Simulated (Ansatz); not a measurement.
# C₂H₂AlFTe: basis-set convergence

An exercise on one series of results from a longer session: the logs are not shown, and one member is left open.

The runs use Ansatz 0.2.0, Gaussian basis; one geometry, several basis sets.

Plan: PBE0-D4/def2-SVP; ωB97M-V/def2-SVP; PBE0-D4/def2-QZVPP; ωB97M-V/def2-QZVPP; the functionals' def2-TZVPP values are taken from earlier runs.

### The geometry

An earlier PBE0-D4 in a triple-zeta def2 set relaxation fixed the geometry. Te takes the def2 core potential; no spin-orbit term is included.

SMILES `C=[C]1[Te][Al]1[F]`, 7 atoms, charge 0, spin multiplicity 1.

Atoms are counted from 1 here; the program's logs count them from 0.

Bond lengths: C1–C2 1.321 Å, C1–H6 1.088 Å, C1–H7 1.086 Å, C2–Te3 2.259 Å, C2–Al4 1.876 Å, Te3–Al4 2.431 Å, Al4–F5 1.637 Å. Angles: C2–C1–H6 119.5°, C2–C1–H7 124.0°, H6–C1–H7 116.5°, C1–C2–Te3 126.2°, C1–C2–Al4 162.4°, Te3–C2–Al4 71.3°, C2–Te3–Al4 47.0°, C2–Al4–Te3 61.7°, C2–Al4–F5 146.7°, Te3–Al4–F5 151.6°.

Set-up of the first run:

The input, in.yaml:

```yaml
crystal:
  periodic: [false, false, false]
  atoms:
    - {symbol: C, position_ang: [0.953172, -0.367616, 1.024314]}
    - {symbol: C, position_ang: [0.080451, -0.120268, 0.064539]}
    - {symbol: Te, position_ang: [-0.954847, -1.656663, -1.227560]}
    - {symbol: Al, position_ang: [-1.053816, 0.770243, -1.134703]}
    - {symbol: F, position_ang: [-1.629529, 2.209610, -1.660209]}
    - {symbol: H, position_ang: [1.386192, 0.461189, 1.580698]}
    - {symbol: H, position_ang: [1.279677, -1.364395, 1.307223]}
basis:
  gaussian: {orbitals: def2-SVP}
hamiltonian: {xc: pbe0, dispersion: d4}
output: {orbitals: {seedname: orbitals}}
```

Run with:

```
ansatz run in.yaml --threads 4 --pin off --events-out ev --progress --plain --max-ram 10444MiB
```

Steps of the session up to this table: PBE0-D4 in def2-SVP; ωB97M-V in def2-SVP; PBE0-D4 in def2-QZVPP; ωB97M-V in def2-QZVPP.

One of the session's tables, all rows but one given; the rest of the session is left out.

It belongs to the step «Density functionals: the series». 

```
functional       basis  HOMO (eV)  LUMO (eV)
   PBE0-D4    def2-SVP          ?          ?
   PBE0-D4  def2-TZVPP      -6.37      -2.02
   PBE0-D4  def2-QZVPP      -6.39      -2.05
   ωB97M-V    def2-SVP      -8.21      -0.13
   ωB97M-V  def2-TZVPP      -8.32      -0.26
   ωB97M-V  def2-QZVPP      -8.33      -0.39
```

Q: Estimate the row for PBE0-D4, def2-SVP from the others.

**Answer.** HOMO (eV): -6.29; LUMO (eV): -1.91. In the column «HOMO (eV)» it is the highest.
